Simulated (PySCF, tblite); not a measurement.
# C₅H₁₁NOSi: geometry, infrared bands and NMR shifts

Aim: predict the infrared bands and NMR shifts of C₅H₁₁NOSi (`CNC(=O)C/C=C\[SiH3]`).

Computed with tblite 0.8.0 and PySCF 2.14.0, with density-fitted response routines of our own, on a single molecule in the gas phase. Atoms count from 0, in the outputs and in this text.

## Step 1: The starting structure

19 atoms, charge 0, multiplicity 1; geometry from: force field or distance geometry start.

Bonds of the start (Å): C0–N1 1.44, N1–C2 1.37, C2–O3 1.23, C2–C4 1.53, C4–C5 1.51, C5–C6 1.34, C6–Si7 1.84, C0–H8 1.09, C0–H9 1.08, C0–H10 1.10, N1–H11 1.02, C4–H12 1.09, C4–H13 1.08, C5–H14 1.09, C6–H15 1.08, Si7–H16 1.48, Si7–H17 1.48, Si7–H18 1.49.

## Step 2: Relaxing the molecule with GFN2-xTB

The job: settings as JSON, then the geometry in Å.

```
{"job": {"kind": "relax", "xc": "GFN2-xTB", "basis": "xTB"}, "charge": 0, "multiplicity": 1}
C      2.862400     1.001900    -0.365800
N      1.680500     0.291000     0.062100
C      1.168900    -0.748700    -0.673600
O      1.633500    -1.105300    -1.756800
C     -0.090600    -1.377300    -0.068400
C     -1.319400    -0.773900    -0.713200
C     -2.257100     0.000700    -0.146500
Si    -2.390900     0.614400     1.581200
H      3.229200     1.605900     0.467400
H      3.621600     0.300300    -0.684400
H      2.574100     1.650500    -1.202800
H      1.193700     0.595300     0.903500
H     -0.066800    -2.450100    -0.272500
H     -0.071600    -1.266900     1.009900
H     -1.430300    -1.000500    -1.768800
H     -3.082000     0.343200    -0.752600
H     -3.269600     1.810000     1.624200
H     -1.041300     0.965500     2.068200
H     -2.954100    -0.446900     2.458000
```

Run with:

```bash
> OMP_NUM_THREADS=1 python probes_run.py task.json out
```

This one command runs all jobs of the session in turn.

**Question.** This job is followed by: GFN2-xTB harmonic vibrations, gas phase; GIAO PBE0/pcSseg-1 NMR shielding, non-relativistic, gas phase. What will the session give for the following? strongest single infrared mode (GFN2-xTB); zero-point energy (GFN2-xTB); 13C shifts against TMS (PBE0/pcSseg-1); 1H shifts against TMS (PBE0/pcSseg-1, means over atoms taken as alike); 15N shifts against NH3 (PBE0/pcSseg-1); 17O shifts against H2O (PBE0/pcSseg-1); 29Si shifts against TMS (PBE0/pcSseg-1).

**Answer**, as computed:

| quantity | value |
| --- | --- |
| strongest single infrared mode (GFN2-xTB) | 1762 cm⁻¹, 546 km/mol |
| zero-point energy (GFN2-xTB) | 91.7 kcal/mol |
| 13C shifts against TMS (PBE0/pcSseg-1) | 168.4, 161.2, 122.4, 48.7, 26.6 ppm |
| 1H shifts against TMS (PBE0/pcSseg-1, means over atoms taken as alike) | 7.11, 5.85, 4.84, 4.23, 3.03, 3.02 ppm |
| 15N shifts against NH3 (PBE0/pcSseg-1) | 120.6 ppm |
| 17O shifts against H2O (PBE0/pcSseg-1) | 414.7 ppm |
| 29Si shifts against TMS (PBE0/pcSseg-1) | -89.7 ppm |

**Reading.** Over 104 steps the energy fell by 0.219 eV; of the close pairs, C6–Si7 changed most, 1.838 to 1.882 Å. All 51 modes are real, so the xTB geometry is a minimum. The strongest single mode, at 1762 cm⁻¹, moves mainly C2 and O3. GFN2-xTB is a fitted tight-binding method: band positions and strengths are rough. Its intensities can rank the bands wrongly. The most deshielded carbon is C2 (amide carbonyl carbon), at 168.4 ppm: it is a carbonyl in resonance with an O or N lone pair, the region of acids, esters and amides. At PBE0/pcSseg-1: Shielding is most anisotropic at O3 (span 727 ppm, paramagnetic term -478 ppm).
